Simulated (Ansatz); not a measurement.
**C₅HF₆O₂−: shape, modes and thermochemistry**

Aim: relax C₅HF₆O₂− from a cheap starting geometry, check the end point by its vibrations and derive ideal-gas thermochemistry.

Method: RKS PBE0-D4/def2-TZVPD; program: Ansatz 0.2.0, Gaussian basis.

Levels to be run: relaxation at PBE0-D4/def2-TZVPD; harmonic vibrations at the same level.

1 further run of the same task is left out (set aside as unsound or not needed).

## (1) Where the work starts

SMILES `O=C([CH-]C(=O)C(F)(F)F)C(F)(F)F`, 14 atoms, charge -1, spin multiplicity 1.

Atoms are counted from 1 here; the program's logs count them from 0.

Bond lengths: O1–C2 1.225 Å, C2–C3 1.397 Å, C2–C10 1.565 Å, C3–C4 1.400 Å, C3–H14 1.080 Å, C4–O5 1.231 Å, C4–C6 1.555 Å, C6–F7 1.353 Å, C6–F8 1.344 Å, C6–F9 1.344 Å, C10–F11 1.353 Å, C10–F12 1.354 Å, C10–F13 1.341 Å. Angles: O1–C2–C3 132.4°, O1–C2–C10 116.8°, C3–C2–C10 110.8°, C2–C3–C4 127.5°, C2–C3–H14 117.7°, C4–C3–H14 114.8°, C3–C4–O5 126.3°, C3–C4–C6 117.4°, O5–C4–C6 116.3°, C4–C6–F7 110.6°, C4–C6–F8 114.1°, C4–C6–F9 114.0°, F7–C6–F8 104.9°, F7–C6–F9 104.9°, F8–C6–F9 107.7°, C2–C10–F11 113.0°, C2–C10–F12 113.0°, C2–C10–F13 113.4° and more.

The start is a GFN2-xTB geometry.

## (2) Geometry optimisation, PBE0-D4/def2-TZVPD

The input, in.yaml:

```yaml
crystal:
  periodic: [false, false, false]
  atoms:
    - {symbol: O, position_ang: [0.528740, -0.456390, 1.537550]}
    - {symbol: C, position_ang: [0.716600, -0.477650, 0.327620]}
    - {symbol: C, position_ang: [0.000440, 0.057420, -0.745320]}
    - {symbol: C, position_ang: [-1.185230, 0.799430, -0.692170]}
    - {symbol: O, position_ang: [-1.798250, 1.263080, -1.653120]}
    - {symbol: C, position_ang: [-1.797260, 1.072600, 0.710570]}
    - {symbol: F, position_ang: [-2.935730, 1.795650, 0.599750]}
    - {symbol: F, position_ang: [-2.157430, -0.037330, 1.376860]}
    - {symbol: F, position_ang: [-1.006560, 1.796580, 1.520970]}
    - {symbol: C, position_ang: [1.989570, -1.235720, -0.176350]}
    - {symbol: F, position_ang: [1.699930, -2.258660, -1.013990]}
    - {symbol: F, position_ang: [2.839740, -0.440410, -0.867060]}
    - {symbol: F, position_ang: [2.717250, -1.771660, 0.814780]}
    - {symbol: H, position_ang: [0.388190, -0.106940, -1.740090]}
basis:
  gaussian: {orbitals: def2-TZVPD}
total_charge: -1
hamiltonian: {xc: pbe0, dispersion: d4}
relax: {f_tol: 0.005, max_steps: 150}
```

The runs that follow: Force constants and modes.

**Question.** What will the summary of the whole plan be? Wanted: point group; shift from the start; total energy; dispersion term; lowest, highest wavenumber.

As calculated:

| quantity | value |
| --- | --- |
| point group | Cs |
| steps | 6 |
| shift from the start (rms) | 0.050 Å |
| total energy | -25584.2695 eV |
| dispersion term | -350 meV |
| lowest, highest wavenumber | -15, 3195 cm⁻¹ |

**Reading.** The atoms moved 0.05 Å (rms) from the start; the bond that changed most is C6–F7, from 1.353 to 1.341 Å. One or more small negative wavenumbers (down to -15 cm⁻¹) point to a very flat motion, so a minimum isn't proven. The stiffest mode, 3195 cm⁻¹, is a C–H stretch. Harmonic hybrid wavenumbers usually lie a few per cent above measured fundamentals. The largest Mulliken charge, +1.06 e, sits on C6.
